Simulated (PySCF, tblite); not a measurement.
# C6H7PS: infrared bands and NMR shifts

Aim: predict the infrared bands and NMR shifts of C6H7PS (`c1csc(C2CC2)p1`).

Programs: tblite 0.8.0 and PySCF 2.14.0, with density-fitted response routines of our own. Each step states its level of theory. These are calculated values for one molecule in the gas phase, unless marked as measured. Atoms count from 0, in the outputs and in this text.

## (1) Starting geometry

15 atoms, charge 0, multiplicity 1; geometry from: GFN2-xTB.

Bonds of the start (Å): C0–C1 1.35, C1–S2 1.72, S2–C3 1.73, C3–C4 1.47, C4–C5 1.51, C5–C6 1.49, C3–P7 1.72, P7–C0 1.77, C6–C4 1.51, C0–H8 1.08, C1–H9 1.08, C4–H10 1.08, C5–H11 1.08, C5–H12 1.08, C6–H13 1.08, C6–H14 1.08.

## (2) Harmonic vibrations with GFN2-xTB

What the job is given:

```
{"job": {"kind": "ir", "xc": "GFN2-xTB", "basis": "xTB"}, "charge": 0, "multiplicity": 1}
C      2.616129     0.597698     0.606959
C      2.451623    -0.362650     1.542309
S      0.912335    -1.117536     1.609560
C      0.228827    -0.194194     0.315076
C     -1.164364    -0.471802    -0.051230
C     -1.581503    -0.372048    -1.496793
C     -2.042280     0.658792    -0.525209
P      1.243220     0.973972    -0.437869
H      3.551398     1.123700     0.495423
H      3.191431    -0.699042     2.246417
H     -1.632773    -1.245618     0.545657
H     -2.293773    -1.091990    -1.869939
H     -0.817366    -0.092429    -2.207152
H     -3.077653     0.662638    -0.220008
H     -1.589667     1.638498    -0.575114
```

**Question.** This job is followed by: GIAO PBE0/pcSseg-1 NMR shielding, non-relativistic, gas phase. Predict these results of the whole session: strongest single infrared mode (GFN2-xTB); zero-point energy (GFN2-xTB); 13C shifts against TMS (PBE0/pcSseg-1, means over atoms taken as alike); 1H shifts against TMS (PBE0/pcSseg-1, means over atoms taken as alike); 33S shifts against CS2 (PBE0/pcSseg-1); 31P shifts against H3PO4 (PBE0/pcSseg-1).

As calculated:

| quantity | value |
| --- | --- |
| strongest single infrared mode (GFN2-xTB) | 3107 cm⁻¹, 59 km/mol |
| zero-point energy (GFN2-xTB) | 69.6 kcal/mol |
| 13C shifts against TMS (PBE0/pcSseg-1, means over atoms taken as alike) | 210.8, 149.9, 138.6, 26.3, 20.8 ppm |
| 1H shifts against TMS (PBE0/pcSseg-1, means over atoms taken as alike) | 8.00, 7.63, 2.26, 1.56, 1.03 ppm |
| 33S shifts against CS2 (PBE0/pcSseg-1) | 334 ppm |
| 31P shifts against H3PO4 (PBE0/pcSseg-1) | 186.3 ppm |

All 39 modes are real, so the xTB geometry is a minimum. The strongest single mode, at 3107 cm⁻¹, is carried by H11, H13, H12, H14. Unscaled tight-binding wavenumbers are off by several per cent, some by more. Its intensities can rank the bands wrongly. At PBE0/pcSseg-1: Shielding is most anisotropic at P7 (span 546 ppm, paramagnetic term -837 ppm). NICS(1)zz of -24 ppm above the planar ring from C0 marks a diatropic (aromatic) ring current.
